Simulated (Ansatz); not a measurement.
# ZrC+ (doublet): wave-function methods side by side, def2-SVP

How much of the correlation energy of ZrC+ (doublet) does each wave-function method recover here?

Program: Ansatz 0.2.0, Gaussian basis. Level of theory: def2-SVP, correlated electrons: outside noble gas. These are calculated values, not measurements.

Plan: UHF; CCSD(T) on ROHF; CCSD(T) on UHF; CISD; CCSDT(Q) on ROHF; CCSDT(Q) on UHF; CCSDTQ on ROHF.

## (1) What is computed

The geometry is a PBE0/def2-TZVP stationary point (not a proven minimum) of the parent state, kept for this charge and spin. No spin-orbit coupling is included. Elements past krypton take def2 core potentials. Outer-core shells of the metal stay frozen.

2 atoms, charge 1, spin multiplicity 2.

Atoms are counted from 1 here; the program's logs count them from 0.

Bond lengths: Zr1–C2 1.711 Å.

In the tables R marks a restricted open-shell determinant and U an unrestricted one; correlation energies count from the lowest restricted Hartree-Fock solution.

## (2) UHF

Input file in.yaml:

```yaml
crystal:
  periodic: [false, false, false]
  atoms:
    - {symbol: Zr, position_ang: [0.000000, 0.000000, 0.000000]}
    - {symbol: C, position_ang: [0.000000, 0.000000, 1.711236]}
basis:
  gaussian: {orbitals: def2-SVP}
total_charge: 1
magnetization: {spin_polarized: true, initial_magnetization: 1}
hamiltonian: {xc: hf}
output: {orbitals: {seedname: orbitals}}
```

The run is started by

```
ansatz run in.yaml --threads 1 --pin off --events-out ev --progress --plain --max-ram 4096MiB --backend cpu
```

The runs that follow: CCSD(T) on ROHF; CCSD(T) on UHF; CISD; CCSDT(Q) on ROHF; CCSDT(Q) on UHF; CCSDTQ on ROHF.

Before running them: what should the planned runs give, taken together? Wanted: correlation energy, RCCSDTQ; RMP2 from RCCSDTQ; UMP2 from RCCSDTQ; RCCSD from RCCSDTQ; RCCSD(T) from RCCSDTQ; UCCSD(T) from RCCSDTQ; RCCSDT(Q) from RCCSDTQ; UCCSDT(Q) from RCCSDTQ; T1 diagnostic.

As calculated:

```
                                      quantity                                 value
                   correlation energy, RCCSDTQ                            -5.8542 eV
                             RMP2 from RCCSDTQ                            +250.9 meV
                             UMP2 from RCCSDTQ                            +886.8 meV
                            RCCSD from RCCSDTQ                            +380.6 meV
                         RCCSD(T) from RCCSDTQ                             +54.0 meV
                         UCCSD(T) from RCCSDTQ                             +55.6 meV
                        RCCSDT(Q) from RCCSDTQ                              -5.9 meV
                        UCCSDT(Q) from RCCSDTQ                             -21.8 meV
levels of the table within 1 kcal/mol (43 meV)  RCCSDT, UCCSDT, RCCSDT(Q), UCCSDT(Q)
                                 T1 diagnostic                                 0.038
```

RCCSD(T) misses by +54.0 meV, 0.9 % of the correlation energy. These misses are within one basis, not against nature; the frozen cores of restricted and unrestricted runs differ, which can shift their rows.
